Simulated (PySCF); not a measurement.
# BeSi+: bond curves at several levels of theory

One table from this session's results is given with a row withheld; the runs are named, their logs left out.

Method: Be pcseg-1, Si pcseg-1, no relativity; program: PySCF 2.14.0.

Set-up of the first run:

The job is set up so:

* atoms: Be, Si
* charge: 1
* basis: Be pcseg-1, Si pcseg-1
* Hamiltonian: no relativity
* basis functions: 27
* electrons treated: 17
* masses in u: 9.0122, 27.9769
* levels: PBE0, PBE, r²SCAN, BP86, r²SCAN0, M06, LC-ωPBE, HF, MP2, SCS-MP2, CCSD, CCSD(T)
* grid: 80 radial by 434 angular points
* occupations: held fixed by the projection of orbital angular momentum
* dissociation limit: Be + Si+, each in its ground configuration
* starting distance in angstrom: 2.175
* values of 2S to try: 1, 3

Command:

```sh
$ OMP_NUM_THREADS=1 python dia.py task.json out
```

Among the steps run: The job; First curve: PBE0; Excited determinants; PBE (GGA); r²SCAN (meta-GGA); BP86; r²SCAN0 (hybrid meta-GGA); M06; LC-ωPBE (range-separated hybrid); UHF (mean field); Adding correlation.

One of the session's tables, all rows but one given; the rest of the session is left out.

```
      level  Re (Å)  ωe (cm⁻¹)  De (eV)
        UHF   2.385        379     1.22
    UHF-MP2   2.326        433     1.46
UHF-SCS-MP2   2.347        409     1.35
   UHF-CCSD   2.365        410     1.22
UHF-CCSD(T)   2.355        419     1.29
        PBE   2.303        464     2.21
       BP86   2.307        458     2.15
     r²SCAN   2.300        451     2.21
       PBE0       ?          ?        ?
    r²SCAN0   2.307        433     2.06
        M06   2.280        478     2.02
    LC-ωPBE   2.293        424     1.81
```

Estimate the missing values for PBE0.

As computed: Re (Å): 2.298; ωe (cm⁻¹): 457; De (eV): 2.06. In the column «Re (Å)» it lies between LC-ωPBE (2.293) and r²SCAN (2.300).
